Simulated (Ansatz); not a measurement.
# H7OPSi2: the cost of one run

Method: UKS PBE0-D4/6-31G*, in Ansatz 0.2.0.

**1. The structure to begin with**

Bond lengths: O1–Si2 1.617 Å, Si2–P3 2.168 Å, P3–Si4 2.207 Å, O1–H5 1.015 Å, Si2–H6 1.497 Å, Si2–H7 1.492 Å, P3–H8 1.349 Å, Si4–H9 1.522 Å, Si4–H10 1.412 Å, Si4–H11 1.490 Å. Angles (14 of 16 angles, heavy atoms first): O1–Si2–P3 105.6°, Si2–P3–Si4 96.4°, O1–Si2–H6 109.1°, O1–Si2–H7 111.2°, P3–Si2–H6 108.8°, P3–Si2–H7 112.1°, Si2–O1–H5 115.0°, Si2–P3–H8 100.2°, Si4–P3–H8 101.2°, P3–Si4–H9 106.4°, P3–Si4–H10 112.1°, P3–Si4–H11 107.9°, H6–Si2–H7 109.9°, H9–Si4–H10 112.5°.

Coordinates:

```xyz
11

O    -1.6290    0.7928   -0.8193
Si   -0.1261    1.3307   -0.5624
P     0.5461    0.3410    1.2461
Si    0.9250   -1.6274    0.3222
H    -2.3666    1.4028   -0.4803
H    -0.1691    2.8066   -0.3167
H     0.7594    1.0348   -1.7258
H    -0.6390    0.1214    1.8529
H    -0.3989   -2.0853   -0.2718
H     1.9577   -1.5737   -0.6390
H     1.2058   -2.6008    1.4148
```

**2. End point A**

The input, input.yaml:

```yaml
crystal:
  periodic: [false, false, false]
  atoms:
    - { symbol: O, position_ang: [-1.629, 0.7928, -0.8193] }
    - { symbol: Si, position_ang: [-0.1261, 1.3307, -0.5624] }
    - { symbol: P, position_ang: [0.5461, 0.341, 1.2461] }
    - { symbol: Si, position_ang: [0.925, -1.6274, 0.3222] }
    - { symbol: H, position_ang: [-2.3666, 1.4028, -0.4803] }
    - { symbol: H, position_ang: [-0.1691, 2.8066, -0.3167] }
    - { symbol: H, position_ang: [0.7594, 1.0348, -1.7258] }
    - { symbol: H, position_ang: [-0.639, 0.1214, 1.8529] }
    - { symbol: H, position_ang: [-0.3989, -2.0853, -0.2718] }
    - { symbol: H, position_ang: [1.9577, -1.5737, -0.639] }
    - { symbol: H, position_ang: [1.2058, -2.6008, 1.4148] }
magnetization:
  spin_polarized: true
basis:
  gaussian: { orbitals: "6-31G*" }
hamiltonian:
  xc: pbe0
  dispersion: d4
relax:
  f_tol: 0.02
  max_steps: 50
```

Started as:

```bash
> ansatz run input.yaml --threads 2 --pin off --max-ram 3072MiB --backend cpu --events-out ev --progress --plain --runs-dir out
```

Q: Estimate wall time and peak memory on 2 threads of Intel Xeon Platinum 8488C (Sapphire Rapids), shared host.

About 52 s, with a peak of 0.28 GiB.
